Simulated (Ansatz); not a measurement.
# One shape, several levels: C2H3BFNO (SMILES FC/N=C1/BO1)

Wanted: a comparison of 5 runs (HF/STO-3G, SVWN5/3-21G, B3LYP/6-31G*, PBE0/def2-SVP, PBE-QIDH/6-31+G*) of C2H3BFNO. 

The results are computed with Ansatz 0.2.0.

4 further runs of the same task are left out: 4 set aside as unsound or not needed.

**1. The system as given**

The species is C2H3BFNO (9 atoms), meant as a singlet with charge 0. SMILES: `FC/N=C1/BO1`. Geometry: relaxed at PBE0-D4/def2-TZVP. This is one conformer, not always the lowest.

Bond lengths: F1–C2 1.377 Å, C2–N3 1.414 Å, N3–C4 1.233 Å, C4–B5 1.475 Å, C4–O6 1.464 Å, B5–O6 1.354 Å, C2–H7 1.095 Å, C2–H8 1.095 Å, B5–H9 1.182 Å. Some angles: F1–C2–N3 115.2°, C2–N3–C4 126.7°, N3–C4–B5 170.5°, N3–C4–O6 134.6°, B5–C4–O6 54.9°, C4–B5–O6 62.2°, C4–O6–B5 63.0°, F1–C2–H7 107.7°, F1–C2–H8 107.7°, N3–C2–H7 108.4°.

**2. Energy and gradient at HF/STO-3G (run 1)**

Contents of input.yaml:

```yaml
basis:
  gaussian: {orbitals: STO-3G}
crystal:
  periodic: [false, false, false]
  atoms:
    - {symbol: F, position_ang: [-1.102800, -1.536400, 0.320600]}
    - {symbol: C, position_ang: [-0.238200, -0.969900, 1.230600]}
    - {symbol: N, position_ang: [0.477900, 0.155300, 0.761300]}
    - {symbol: C, position_ang: [0.400200, 0.663100, -0.359900]}
    - {symbol: B, position_ang: [0.473400, 1.428900, -1.618300]}
    - {symbol: O, position_ang: [-0.371300, 0.372100, -1.569400]}
    - {symbol: H, position_ang: [-0.825100, -0.665900, 2.103100]}
    - {symbol: H, position_ang: [0.482600, -1.738000, 1.528000]}
    - {symbol: H, position_ang: [0.791900, 2.244500, -2.413000]}
hamiltonian: {xc: hf}
accuracy: high
output: {forces: true, orbitals: {seedname: orbitals}}
```

Run with:

```sh
$ ansatz run input.yaml --threads 1 --pin off --max-ram 2610MiB --events-out events.jsonl --progress --plain --runs-dir runs
```

Log:

```text
Warning: RAYON_NUM_THREADS=1 ignored (pool sized by the plan → 1); use --threads N
Functional definition: HF
  name "HF"
  exchange = exact_x
  correlation = 0
691 factors; integrals over basis functions are off by at most 3.8e-8 eV
mean field evaluation 1: about -8879.1961 eV, gradient 3.6e1 eV
mean field evaluation 2: about -8879.4370 eV, gradient 3.6e1 eV
mean field evaluation 4: about -8884.0078 eV, gradient 3.9e0 eV
mean field evaluation 8: about -8884.0795 eV, gradient 7.7e-2 eV
mean field evaluation 16: about -8884.0741 eV, gradient 1.7e-8 eV
mean field -8884.07412971 eV, -326.4837024251 hartree, gradient 1.7e-8 eV, S^2 0.000000; 0 other end points of the search recorded, 0 dependent functions left out
the calculation of the forces begins
reference -8884.07412971 eV, -326.4837024251 hartree; 22, 22 occupied and 11, 11 virtual orbitals, 691 factors
Total energy: -8884.07412971 eV, -326.4837024251 hartree
Atom 0 at    -1.102800    -1.536400     0.320600 Å, force    -0.350960    -0.126649    -0.561427 eV/Å
Atom 1 at    -0.238200    -0.969900     1.230600 Å, force    -1.762551    -2.318270     0.319080 eV/Å
Atom 2 at     0.477900     0.155300     0.761300 Å, force     2.229149     2.160417     1.040131 eV/Å
Atom 3 at     0.400200     0.663100    -0.359900 Å, force    -1.076747    -0.061506    -2.329013 eV/Å
Atom 4 at     0.473400     1.428900    -1.618300 Å, force     0.001018     0.583447    -1.086719 eV/Å
Atom 5 at    -0.371300     0.372100    -1.569400 Å, force     0.745225     0.435399     0.883074 eV/Å
Atom 6 at    -0.825100    -0.665900     2.103100 Å, force     0.032146     0.123433     0.528184 eV/Å
Atom 7 at     0.482600    -1.738000     1.528000 Å, force     0.357097    -0.143479     0.387021 eV/Å
Atom 8 at     0.791900     2.244500    -2.413000 Å, force    -0.174376    -0.652792     0.819669 eV/Å
Dipole moment:     0.075643     0.114753    -0.041242 e Å
```

Run time: 0.83 s. Hardware: 1 thread of Arm Neoverse V2, shared host.

**3. Energy and forces at SVWN5/3-21G (run 2)**

Contents of job.yaml:

```yaml
crystal:
  periodic: [false, false, false]
  atoms:
    - {symbol: F, position_ang: [-1.102800, -1.536400, 0.320600]}
    - {symbol: C, position_ang: [-0.238200, -0.969900, 1.230600]}
    - {symbol: "N", position_ang: [0.477900, 0.155300, 0.761300]}
    - {symbol: C, position_ang: [0.400200, 0.663100, -0.359900]}
    - {symbol: B, position_ang: [0.473400, 1.428900, -1.618300]}
    - {symbol: O, position_ang: [-0.371300, 0.372100, -1.569400]}
    - {symbol: H, position_ang: [-0.825100, -0.665900, 2.103100]}
    - {symbol: H, position_ang: [0.482600, -1.738000, 1.528000]}
    - {symbol: H, position_ang: [0.791900, 2.244500, -2.413000]}
basis:
  gaussian:
    orbitals: 3-21G.json
accuracy: high
output: {forces: true, orbitals: {seedname: orbitals}}
hamiltonian:
  xc: {name: SVWN5}
```

The basis set 3-21G is read from a file made from the Basis Set Exchange's data (not shown).

Run with:

```sh
$ ansatz run job.yaml --threads 1 --pin off --max-ram 2610MiB --events-out events.jsonl --progress --plain --runs-dir runs
```

Log:

```text
Warning: RAYON_NUM_THREADS=1 ignored (pool sized by the plan → 1); use --threads N
Functional definition: SVWN5
  name "SVWN5"
  exchange = slater_x
  correlation = vwn5_c
1416 factors; integrals over basis functions are off by at most 9.8e-9 eV
mean field evaluation 1: about -8928.0643 eV, gradient 4.2e1 eV
mean field evaluation 2: about -8922.1012 eV, gradient 6.8e1 eV
mean field evaluation 4: about -8931.4348 eV, gradient 5.6e0 eV
mean field evaluation 8: about -8931.4680 eV, gradient 1.1e0 eV
mean field evaluation 16: about -8931.4709 eV, gradient 1.9e-4 eV
mean field -8931.47093974 eV, -328.2255030670 hartree, gradient 2.4e-8 eV, S^2 0.000000; 0 other end points of the search recorded, 0 dependent functions left out
the calculation of the forces begins
reference -8931.47094210 eV, -328.2255031536 hartree; 22, 22 occupied and 38, 38 virtual orbitals, 1416 factors
Total energy: -8931.47094210 eV, -328.2255031536 hartree
Atom 0 at    -1.102800    -1.536400     0.320600 Å, force    -0.677336    -0.319210    -0.944288 eV/Å
Atom 1 at    -0.238200    -0.969900     1.230600 Å, force     0.044238    -0.025987     0.151128 eV/Å
Atom 2 at     0.477900     0.155300     0.761300 Å, force     0.153510    -0.074582     0.490133 eV/Å
Atom 3 at     0.400200     0.663100    -0.359900 Å, force     1.102179     0.524482     1.525358 eV/Å
Atom 4 at     0.473400     1.428900    -1.618300 Å, force     1.333662     1.741481    -0.215171 eV/Å
Atom 5 at    -0.371300     0.372100    -1.569400 Å, force    -2.468245    -2.121314    -1.654479 eV/Å
Atom 6 at    -0.825100    -0.665900     2.103100 Å, force    -0.021413     0.250802     0.561133 eV/Å
Atom 7 at     0.482600    -1.738000     1.528000 Å, force     0.487785    -0.167172     0.338350 eV/Å
Atom 8 at     0.791900     2.244500    -2.413000 Å, force     0.045621     0.191500    -0.252164 eV/Å
Dipole moment:     0.108481     0.076348     0.104861 e Å
```

Wall time 3.3 s (1 thread of Arm Neoverse V2, shared host); peak memory 0.15 GiB.

**4. Energy and gradient at B3LYP/6-31G(d) (spherical functions) (run 3)**

Contents of run.yaml:

```yaml
crystal:
  periodic: [false, false, false]
  atoms:
    - {symbol: F, position_ang: [-1.102800, -1.536400, 0.320600]}
    - {symbol: C, position_ang: [-0.238200, -0.969900, 1.230600]}
    - {symbol: N, position_ang: [0.477900, 0.155300, 0.761300]}
    - {symbol: C, position_ang: [0.400200, 0.663100, -0.359900]}
    - {symbol: B, position_ang: [0.473400, 1.428900, -1.618300]}
    - {symbol: O, position_ang: [-0.371300, 0.372100, -1.569400]}
    - {symbol: H, position_ang: [-0.825100, -0.665900, 2.103100]}
    - {symbol: H, position_ang: [0.482600, -1.738000, 1.528000]}
    - {symbol: H, position_ang: [0.791900, 2.244500, -2.413000]}
basis:
  gaussian:
    orbitals: 6-31G_st_-spherical.json
hamiltonian:
  xc: {name: B3LYP}
accuracy: high
output: {forces: true, orbitals: {seedname: orbitals}}
```

The basis set 6-31G* is read from a file made from the Basis Set Exchange's data (not shown).

Run with:

```sh
$ ansatz run run.yaml --threads 1 --pin off --max-ram 2610MiB --events-out events.jsonl --progress --plain --runs-dir runs
```

Log:

```text
Warning: RAYON_NUM_THREADS=1 ignored (pool sized by the plan → 1); use --threads N
Functional definition: B3LYP
  name "B3LYP"
  parameter a0 = 0.2
  parameter ax = 0.72
  parameter ac = 0.81
  exchange = (1 - a0 - ax)*slater_x + ax*b88_x + a0*exact_x
  correlation = (1 - ac)*vwn_rpa_c + ac*lyp_c
2138 factors; integrals over basis functions are off by at most 3.3e-9 eV
mean field evaluation 1: about -9046.6077 eV, gradient 4.9e1 eV
mean field evaluation 2: about -9040.8225 eV, gradient 7.4e1 eV
mean field evaluation 4: about -9051.0731 eV, gradient 5.8e0 eV
mean field evaluation 8: about -9051.3913 eV, gradient 1.0e0 eV
mean field evaluation 16: about -9051.3936 eV, gradient 5.5e-5 eV
mean field -9051.39363141 eV, -332.6325806993 hartree, gradient 3.9e-8 eV, S^2 0.000000; 0 other end points of the search recorded, 0 dependent functions left out
the calculation of the forces begins
reference -9051.39366559 eV, -332.6325819555 hartree; 22, 22 occupied and 68, 68 virtual orbitals, 2138 factors
Total energy: -9051.39366559 eV, -332.6325819555 hartree
Atom 0 at    -1.102800    -1.536400     0.320600 Å, force    -0.246814    -0.150027    -0.281146 eV/Å
Atom 1 at    -0.238200    -0.969900     1.230600 Å, force    -0.083849    -0.197516     0.180590 eV/Å
Atom 2 at     0.477900     0.155300     0.761300 Å, force     0.322401     0.025377     0.686646 eV/Å
Atom 3 at     0.400200     0.663100    -0.359900 Å, force     0.242495     0.378558    -0.153972 eV/Å
Atom 4 at     0.473400     1.428900    -1.618300 Å, force     0.177984     0.291642    -0.141017 eV/Å
Atom 5 at    -0.371300     0.372100    -1.569400 Å, force    -0.493521    -0.351998    -0.464101 eV/Å
Atom 6 at    -0.825100    -0.665900     2.103100 Å, force    -0.001119     0.025218     0.114332 eV/Å
Atom 7 at     0.482600    -1.738000     1.528000 Å, force     0.077418    -0.039648     0.080916 eV/Å
Atom 8 at     0.791900     2.244500    -2.413000 Å, force     0.005005     0.018393    -0.022246 eV/Å
Dipole moment:     0.160190     0.174305     0.039933 e Å
```

It took 11 s on 1 thread of Arm Neoverse V2, shared host; peak memory 0.31 GiB.

Run 4 isn't shown in full; the table further down has it.

**5. A single-point energy at PBE-QIDH/6-31+G(d) (density fitting with def2-universal-jkfit, cc-pVDZ-rifit for correlation, spherical functions) (run 5)**

Edit input.yaml of step 2 so:

```diff
@@ -1,3 +1 @@
-basis:
-  gaussian: {orbitals: STO-3G}
 crystal:
@@ -14,4 +12,11 @@
     - {symbol: H, position_ang: [0.791900, 2.244500, -2.413000]}
-hamiltonian: {xc: hf}
-accuracy: high
-output: {forces: true, orbitals: {seedname: orbitals}}
+basis:
+  gaussian:
+    orbitals: 6-31+G_st_-spherical.json
+    fitting: {mean_field: def2-universal-jkfit, correlation: cc-pVDZ-rifit.json}
+hamiltonian:
+  xc: {name: PBE-QIDH}
+  pseudopotentials: {relativity: none}
+correlation:
+  electrons: outside_noble_gas
+output: {orbitals: {seedname: orbitals}}
```

The basis set 6-31+G* is read from a file made from the Basis Set Exchange's data (not shown).

Run with:

```sh
$ ansatz run input.yaml --threads 1 --pin off --max-ram 2610MiB --events-out events.jsonl --progress --plain --runs-dir runs
```

Log:

```text
Warning: RAYON_NUM_THREADS=1 ignored (pool sized by the plan → 1); use --threads N
Functional definition: PBE-QIDH
  name "PBE-QIDH"
  parameter a = 3^(-1/3)
  parameter c = 1/3
  exchange = (1 - a)*pbe_x + a*exact_x
  correlation = (1 - c)*pbe_c + c*(mp2_os + mp2_ss)
510 factors; integrals over basis functions are off by at most 6.3e-2 eV
378 factors; integrals over basis functions are off by at most 5.7e-1 eV
mean field evaluation 1: about -9025.4801 eV, gradient 4.3e1 eV
mean field evaluation 2: about -9025.4784 eV, gradient 4.3e1 eV
mean field evaluation 4: about -9029.2807 eV, gradient 6.3e0 eV
mean field evaluation 8: about -9029.3679 eV, gradient 9.5e-2 eV
mean field evaluation 16: about -9029.3680 eV, gradient 6.1e-5 eV
mean field -9029.36800261 eV, -331.8231537706 hartree, gradient 2.3e-6 eV, S^2 0.000000; 0 other end points of the search recorded, 0 dependent functions left out
6 core orbitals not correlated: weight in the atoms' cores, before any rotation towards them, 1.000 or more for the frozen orbitals, at most 0.000 for the correlated occupied ones
reference -9029.36802645 eV, -331.8231546467 hartree; 16, 16 occupied and 92, 92 virtual orbitals, 378 factors
second order -26.18343488 eV of doubles, -0.00000000 eV of singles
Total energy: -9038.09583808 eV, -332.1438958080 hartree
```

Run time: 5.1 s. Hardware: 1 thread of Arm Neoverse V2, shared host; peak memory 0.17 GiB.

**6. All runs side by side**

```
run                                                                                                             level      task  accuracy  energy (Eh)  dipole moment (D)  HOMO energy (eV)  LUMO energy (eV)  wall time
  1                                                                                                         HF/STO-3G  gradient      high  -326.483702               0.69             -8.28              6.04     0.83 s
  2                                                                                                       SVWN5/3-21G  gradient      high  -328.225503               0.81             -5.98             -2.44      3.3 s
  3                                                                                B3LYP/6-31G* (spherical functions)  gradient      high  -332.632582               1.15             -7.26             -1.49       11 s
  4                                                                                                     PBE0/def2-SVP  gradient      high  -332.025957               1.19             -7.69             -1.50       11 s
  5  PBE-QIDH/6-31+G* (density fitting with def2-universal-jkfit, cc-pVDZ-rifit for correlation, spherical functions)    energy    medium  -332.143896                  –            -10.15              0.16      5.1 s
```

**7. Summary of results**

| quantity | value |
| --- | --- |
| run 5: total energy | -332.14390 Eh |
| run 5: HOMO energy (SCF part's orbitals) | -10.15 eV |
| run 5: LUMO energy (SCF part's orbitals) | 0.16 eV |
| run 5: HOMO–LUMO gap (SCF part's orbitals) | 10.31 eV |

Over runs 1, 2, 3, 4 the dipole moment (its size) runs from 0.69 D (HF/STO-3G) to 1.19 D (PBE0/def2-SVP). The two ends differ in method and basis. The HOMO–LUMO gap runs from 3.54 eV (SVWN5/3-21G) to 14.31 eV (HF/STO-3G). Totals of different functionals can't be ranked against each other. In run 1 the basis is minimal, so the values are rough. All runs together took 32 s, the longest 11 s.
